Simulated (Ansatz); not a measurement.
**C2H2FGaS: basis-set convergence**

The task here is to estimate one member of a computed series from the others.

Program: Ansatz 0.2.0, Gaussian basis. Level of theory: one geometry, several basis sets. These are calculated values, not measurements.

Levels to be run: PBE0-D4/def2-SVP; ωB97M-V/def2-SVP; PBE0-D4/def2-QZVPP; ωB97M-V/def2-QZVPP; the functionals' def2-TZVPP values are taken from earlier runs.

## The geometry

An earlier PBE0-D4 in a triple-zeta def2 set relaxation fixed the geometry.

SMILES `C#C[S][GaH][F]`, 7 atoms, charge 0, spin multiplicity 1.

Atoms are counted from 1 here; the program's logs count them from 0.

Bond lengths: C1–C2 1.203 Å, C1–H6 1.064 Å, C2–S3 1.680 Å, S3–Ga4 2.208 Å, Ga4–F5 1.745 Å, Ga4–H7 1.547 Å. Angles: C2–C1–H6 179.3°, C1–C2–S3 176.8°, C2–S3–Ga4 100.1°, S3–Ga4–F5 116.0°, S3–Ga4–H7 124.0°, F5–Ga4–H7 120.0°.

Set-up of the first run:

Input file in.yaml:

```yaml
crystal:
  periodic: [false, false, false]
  atoms:
    - {symbol: C, position_ang: [-0.061374, 0.419249, 2.154505]}
    - {symbol: C, position_ang: [0.368654, -0.222835, 1.232354]}
    - {symbol: S, position_ang: [1.019953, -1.167956, 0.005144]}
    - {symbol: Ga, position_ang: [0.002770, -0.285715, -1.744547]}
    - {symbol: F, position_ang: [-1.095597, 1.027532, -1.408511]}
    - {symbol: H, position_ang: [-0.448851, 0.993994, 2.961933]}
    - {symbol: H, position_ang: [0.214434, -0.764279, -3.200887]}
basis:
  gaussian: {orbitals: def2-SVP}
hamiltonian: {xc: pbe0, dispersion: d4}
output: {orbitals: {seedname: orbitals}}
```

Command:

```bash
$ ansatz run in.yaml --threads 4 --pin off --events-out ev --progress --plain --max-ram 10444MiB
```

Steps of the session up to this table: PBE0-D4 in def2-SVP; ωB97M-V in def2-SVP; PBE0-D4 in def2-QZVPP; ωB97M-V in def2-QZVPP.

One table of the session follows, with a row left open; its other results are not shown here.

It belongs to the step «Functionals by basis». 

| functional | basis | HOMO (eV) | LUMO (eV) |
| --- | --- | --- | --- |
| PBE0-D4 | def2-SVP | -7.14 | -1.41 |
| PBE0-D4 | def2-TZVPP | -7.20 | -1.52 |
| PBE0-D4 | def2-QZVPP | ? | ? |
| ωB97M-V | def2-SVP | -9.19 | 0.36 |
| ωB97M-V | def2-TZVPP | -9.28 | 0.20 |
| ωB97M-V | def2-QZVPP | -9.30 | 0.05 |

**Question.** Estimate the row for PBE0-D4, def2-QZVPP.

As computed: HOMO (eV): -7.22; LUMO (eV): -1.56. In the column «HOMO (eV)» it lies between ωB97M-V, def2-SVP (-9.19) and PBE0-D4, def2-TZVPP (-7.20).
